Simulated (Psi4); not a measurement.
# AlHBr (SMILES [AlH][Br]): UHF/cc-pVTZ (sweep point 3)

What is the energy change on altering one bond length of AlHBr at UHF/cc-pVTZ (sweep point 3)? 

The results are computed with Psi4 1.11.

### 1 Starting point

AlHBr: 3 atoms, total charge 0, spin state doublet. SMILES: `[AlH][Br]`. The coordinates come from a PBE0-D4/def2-TZVP relaxation.

Bond lengths: Al1–Br2 2.275 Å, Al1–H3 1.602 Å. Angles: Br2–Al1–H3 115.7°.

### 2 The energy at UHF/cc-pVTZ (sweep point 3)

Input file calc.inp:

```
memory 1600 MB

molecule {
  0 2
  Al    -0.296700    -0.628000    -0.239100
  Br     1.584500     0.008600     0.871100
  H     -1.298900     0.554600    -0.645300
  symmetry c1
}

set basis cc-pVTZ
set reference uhf
set puream true
set scf_type pk
set maxiter 150

energy("scf")
```

The run is started by

```sh
$ psi4 calc.inp calc.out -n 1
```

calc.out:

```text
[...]
  Running in c1 symmetry.
[...]
  Nuclear repulsion =  115.724118745442127
[...]
  Multiplicity = 2
[...]
  Nalpha       = 25
  Nbeta        = 24
[...]
    Number of basis functions: 91
[...]
   @UHF iter   1: -2814.80798946362438   -1.98239e+00   1.05669e-02 DIIS/ADIIS
[...]
   @UHF iter   9: -2815.00784747271882   -1.35713e-07   7.25020e-07 DIIS
[...]
   @S^2 Observed:                7.569179111E-01
[...]
    Orbital Energies [Eh]
    ---------------------
    Alpha Occupied:
       1A   -490.007234     2A    -65.148113     3A    -58.530872
       4A    -58.503009     5A    -58.502304     6A    -58.502230
       7A     -9.822070     8A     -7.431623     9A     -7.428504
      10A     -7.428155    11A     -4.943101    12A     -3.257631
      13A     -3.253738    14A     -3.252114    15A     -3.173142
      16A     -3.172156    17A     -3.171452    18A     -3.168718
      19A     -3.168679    20A     -0.999255    21A     -0.568615
      22A     -0.471754    23A     -0.427579    24A     -0.425990
      25A     -0.320361
    Alpha Virtual:
[...]
  @UHF Final Energy: -2815.00784747271882
   => Energetics <=
    Nuclear Repulsion Energy =            115.7241187454421265
    One-Electron Energy =               -4151.7495464276535131
    Two-Electron Energy =                1221.0175802094927349
    Total Energy =                      -2815.0078474727188222
  UHF NO Occupations:
  HONO-2 :   23  A 1.9995266
  HONO-1 :   24  A 1.9971941
[...]
 Multipole Moments:
 ------------------------------------------------------------------------------------
     Multipole            Electronic (a.u.)      Nuclear  (a.u.)        Total (a.u.)
 ------------------------------------------------------------------------------------
 L = 1.  Multiply by 2.5417464519 to convert [e a0] to [Debye]
 Dipole X            :          5.3199665           -5.9249837           -0.6050172
 Dipole Y            :         -0.1516362           -0.2078543           -0.3594905
 Dipole Z            :         -0.0000000           -0.0000000           -0.0000000
 Magnitude           :                                                    0.7037608
[...]
```

Run time: 22 s. Hardware: 1 thread of Intel Xeon Platinum 8488C (Sapphire Rapids), shared host; peak memory 1.1 GiB.

### 3 The distorted shape, same level

Input file input.dat:

```
memory 1.6 GB

molecule {
  0 2
  Al     0.505081    -1.574105     0.085869
  Br     2.386281    -0.937505     1.196069
  H     -1.298900     0.554600    -0.645300
  symmetry c1
}

set globals {
  reference uhf
  puream true
  scf_type pk
  maxiter 150
}

energy_value = energy('hf/cc-pVTZ')
```

The run is started by

```sh
$ psi4 input.dat output.dat -n 1
```

output.dat:

```text
[...]
  Running in c1 symmetry.
[...]
  Nuclear repulsion =  112.436332723666169
[...]
  Multiplicity = 2
[...]
  Nalpha       = 25
  Nbeta        = 24
[...]
    Number of basis functions: 91
[...]
   @UHF iter   1: -2814.69556184391286   -2.02561e+00   1.06004e-02 DIIS/ADIIS
[...]
   @UHF iter  13: -2814.95194215054562   -1.40845e-07   6.37924e-07 DIIS
[...]
   @S^2 Observed:                8.780382534E-01
[...]
    Orbital Energies [Eh]
    ---------------------
    Alpha Occupied:
       1A   -490.003953     2A    -65.145131     3A    -58.525723
       4A    -58.499643     5A    -58.499366     6A    -58.499260
       7A     -9.819068     8A     -7.427550     9A     -7.425807
      10A     -7.425665    11A     -4.935157    12A     -3.245531
      13A     -3.243632    14A     -3.241875    15A     -3.169277
      16A     -3.168476    17A     -3.168356    18A     -3.166728
      19A     -3.166726    20A     -0.995660    21A     -0.526600
      22A     -0.501189    23A     -0.424408    24A     -0.424268
      25A     -0.328529
    Alpha Virtual:
[...]
  @UHF Final Energy: -2814.95194215054562
   => Energetics <=
    Nuclear Repulsion Energy =            112.4363327236661689
    One-Electron Energy =               -4145.3342051938179793
    Two-Electron Energy =                1217.9459303196063047
    Total Energy =                      -2814.9519421505456194
  UHF NO Occupations:
  HONO-2 :   23  A 1.9998597
  HONO-1 :   24  A 1.9340544
[...]
 Multipole Moments:
 ------------------------------------------------------------------------------------
     Multipole            Electronic (a.u.)      Nuclear  (a.u.)        Total (a.u.)
 ------------------------------------------------------------------------------------
 L = 1.  Multiply by 2.5417464519 to convert [e a0] to [Debye]
 Dipole X            :          6.2605507           -6.7986526           -0.5381019
 Dipole Y            :         -0.9774095            0.7596197           -0.2177898
 Dipole Z            :         -0.0000000            0.0000000           -0.0000000
 Magnitude           :                                                    0.5805050
[...]
```

Wall time 22 s (1 thread of Intel Xeon Platinum 8488C (Sapphire Rapids), shared host); peak memory 1.1 GiB.

### 4 Summary of results

At UHF/cc-pVTZ (sweep point 3):

```
                                                          quantity           value
                                         first shape: total energy  -2815.00785 Eh
                                        first shape: dipole moment          1.79 D
                   first shape: HOMO energy (highest over α and β)        -8.72 eV
                    first shape: LUMO energy (lowest over α and β)         0.49 eV
                                                 first shape: ⟨S²⟩           0.757
                                     distorted shape: total energy  -2814.95194 Eh
                                    distorted shape: dipole moment          1.48 D
               distorted shape: HOMO energy (highest over α and β)        -8.94 eV
                distorted shape: LUMO energy (lowest over α and β)         0.29 eV
                                             distorted shape: ⟨S²⟩           0.878
energy change with the Al1–H3 bond stretched from 1.602 to 2.885 Å        1.521 eV
```

**Reading.** With the Al1–H3 bond stretched from 1.602 to 2.885 Å the energy rises by 1.52 eV (147 kJ/mol). The first shape isn't relaxed at this level, so the change isn't measured from a minimum. ⟨S²⟩ (distorted shape) is 0.88 where a pure doublet has 0.75: the reference is spin-contaminated.
